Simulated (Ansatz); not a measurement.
# Zr4VSe: the cost of one run

Computed with Ansatz 0.2.0 (DFT PBE, scalar-relativistic, plane waves, PAW, unless a step names another level, unless a step's input says otherwise).

1 further run of the same task is left out (it didn't finish).

### Step 1. The starting structure

Symmetry: P4/mcc, No. 124, tetragonal system. The conventional cell has a = 6.417 Å, b = 6.417 Å, c = 6.035 Å, α = 90.00°, β = 90.00°, γ = 90.00°. Around Zr (site symmetry m) lie 2 V at 2.79 Å and 2 Se at 2.86 Å and 1 Zr at 3.03 Å. V (site symmetry 422) is surrounded by 8 Zr at 2.79 Å and 2 V at 3.02 Å. Se (site symmetry 422) is surrounded by 8 Zr at 2.86 Å.

Structure file:

```
Zr V Se
1.0
     6.41684    0.00000    0.00000
     0.00000    6.41684    0.00000
     0.00000    0.00000    6.03507
Zr V Se
8 2 2
Direct
  0.16182 0.67186 0.00000
  0.32814 0.16182 0.00000
  0.83818 0.67186 0.50000
  0.16182 0.32814 0.50000
  0.83818 0.32814 0.00000
  0.67186 0.16182 0.50000
  0.32814 0.83818 0.50000
  0.67186 0.83818 0.00000
  0.00000 0.00000 0.75000
  0.00000 0.00000 0.25000
  0.50000 0.50000 0.75000
  0.50000 0.50000 0.25000
```

It came out lowest among 17 distinct ends of the trial cells. At a tolerance of 0.05 Å it has space group P4/mcc (No. 124).

### Step 2. Relaxing to 0.001 eV/Å, on the response runs' mesh and smearing

Input file input.yaml:

```yaml
crystal:
  lattice:
    - [6.4168372548, 0.0, 0.0]
    - [0.0, 6.4168372548, 0.0]
    - [0.0, 0.0, 6.0350747676]
  atoms:
    - { symbol: Zr, position: [0.1618185924, 0.6718615391, 0.0] }
    - { symbol: Zr, position: [0.3281384609, 0.1618185924, 0.0] }
    - { symbol: Zr, position: [0.8381814076, 0.6718615391, 0.5] }
    - { symbol: Zr, position: [0.1618185924, 0.3281384609, 0.5] }
    - { symbol: Zr, position: [0.8381814076, 0.3281384609, 0.0] }
    - { symbol: Zr, position: [0.6718615391, 0.1618185924, 0.5] }
    - { symbol: Zr, position: [0.3281384609, 0.8381814076, 0.5] }
    - { symbol: Zr, position: [0.6718615391, 0.8381814076, 0.0] }
    - { symbol: V, position: [0.0, 0.0, 0.75] }
    - { symbol: V, position: [0.0, 0.0, 0.25] }
    - { symbol: Se, position: [0.5, 0.5, 0.75] }
    - { symbol: Se, position: [0.5, 0.5, 0.25] }
basis:
  ecutwfc: 420
kpoints:
  mp_grid: { grid: [6, 6, 6] }
hamiltonian:
  xc: pbe
scf:
  occupations: { method: gaussian, width: 0.1 }
output:
  forces: true
  stress: true
  eigenvalues: true
relax:
  adjacent_minimum: "off"
  f_tol: 0.001
  max_steps: 60
  cell: { stress_tol: 0.01 }
```

Command:

```sh
> ansatz run input.yaml --threads 3 --pin off --max-ram 7680MiB --backend cpu --events-out ev --progress --plain --runs-dir out
```

What time and memory should one allow on 3 threads of Intel Xeon 6975P-C (Granite Rapids), shared host?

About 49 s, with a peak of 1.2 GiB.
